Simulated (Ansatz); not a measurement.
# GaSi: harmonic frequencies at the relaxed geometry

At which frequencies does GaSi vibrate? A script is to give harmonic frequencies at the relaxed geometry; the system is GaSi.

Program: the Python package of Ansatz 0.2.0. Level of theory: MP2/def2-SVP. These are calculated values, not measurements.

**1. Starting point**

Bond lengths: Ga1–Si2 2.320 Å.

The script holds or builds the structure itself.

**2. The code**

The input, freq.py:

```python
"""Vibrations and zero-point energy of GaSi."""

from dataclasses import dataclass

import ansatz
import numpy as np


@dataclass(frozen=True)
class Settings:
    basis_set: str = "def2-SVP"
    method: str = "mp2"


opts = Settings()

GEOMETRY = """
Ga    0.00000    0.00000    0.00000
Si    0.00000    0.00000    2.32000
"""

molecule = ansatz.Crystal.molecule()
for line in GEOMETRY.strip().splitlines():
    symbol, *xyz = line.split()
    molecule = molecule.atom(symbol, [float(v) for v in xyz])

calc = molecule.calculation()
calc = calc.basis(gaussian=opts.basis_set)
calc = calc.correlation(opts.method, electrons="valence")
calc = calc.spin("collinear", total=3)
symbols = [site.symbol for site in molecule.cartesian_sites]
start = np.array([site.position_ang for site in molecule.cartesian_sites], dtype=float)
rep = calc.relax(force_tolerance=0.003, max_steps=100).run(threads=1, backend="cpu").report
end = np.array(rep["positions_ang"])

print("final positions (A) and the move of each atom")
for symbol, xyz, old in zip(symbols, end, start):
    print(f"{symbol:2s} {xyz[0]:10.5f} {xyz[1]:10.5f} {xyz[2]:10.5f}   {np.linalg.norm(xyz - old):7.4f}")

# same settings at the minimum
minimum = ansatz.Crystal.molecule()
for symbol, place in zip(symbols, end):
    minimum = minimum.atom(symbol, place.tolist())
vibrating = (
    minimum.calculation()
    .basis(gaussian=opts.basis_set)  # the orbital basis, by name
    .correlation(opts.method, electrons="valence")  # correlation on top of the mean field
    .spin("collinear", total=3)  # two spin channels
    .phonons(temperatures=(200, 600, 100))
)
vib = vibrating.run(threads=1, backend="cpu").report["vibrations"]
sums = vib["harmonic_sums"]
modes = [m["omega_inv_cm"] for m in sums["modes_at_gamma"] if m["rigid_motion"] == "no"]
print("frequencies (1/cm):", " ".join(f"{w:.0f}" for w in modes))
print("imaginary modes:", sum(w < 0 for w in modes), " zero-point energy:", round(sums["zero_point_energy_ev"], 4), "eV")
print("T (K)   F_vib (eV)   S_vib (meV/K)   C_vib (meV/K)")
for row in zip(sums["temperatures_k"], sums["vibrational_free_energy_ev"], vib["entropy_ev_per_k"], vib["heat_capacity_ev_per_k"]):
    print(f"{row[0]:6.1f} {row[1]:11.4f} {1000 * row[2]:13.4f} {1000 * row[3]:15.4f}")
```

**3. The calls as engine input**

The engine receives this input (first run):

```yaml
crystal:
  periodic: [false, false, false]
  atoms:
    - { symbol: Ga, position_ang: [0.0, 0.0, 0.0] }
    - { symbol: Si, position_ang: [0.0, 0.0, 2.32] }
basis:
  gaussian:
    orbitals: def2-SVP
magnetization:
  spin_polarized: true
  initial_magnetization: 3.0
correlation:
  method: mp2
  electrons: valence
relax:
  f_tol: 0.003
  max_steps: 100
```

**4. Launch**

Launch:

```sh
$ python freq.py
```

**Question.** What results will this script give? Wanted: moves of the relaxation of run 1; energy gained in run 1; last largest force component of run 1; highest frequency; imaginary modes; zero-point energy.

The runs gave:

| quantity | value |
| --- | --- |
| runs compared | 2 |
| moves of the relaxation of run 1 | 3 |
| energy gained in run 1 | 0.030 eV |
| last largest force component of run 1 | 0.0000 eV/Å |
| highest frequency | 321 cm⁻¹ |
| imaginary modes | 0 |
| zero-point energy | 0.020 eV |

What this shows: Run 1: The relaxation took 3 moves; the largest shift is 0.042 Å. The one frequency is real, so the geometry is a minimum. The values are harmonic; measured fundamentals also hold anharmonic shifts, mostly downward for stretches. What to keep in mind:
- The frequencies are harmonic and unscaled, in a modest basis.
- The run takes the species as open-shell (spin multiplicity 4), which needn't be its ground state.
- The spin state was assumed, and another may lie lower.
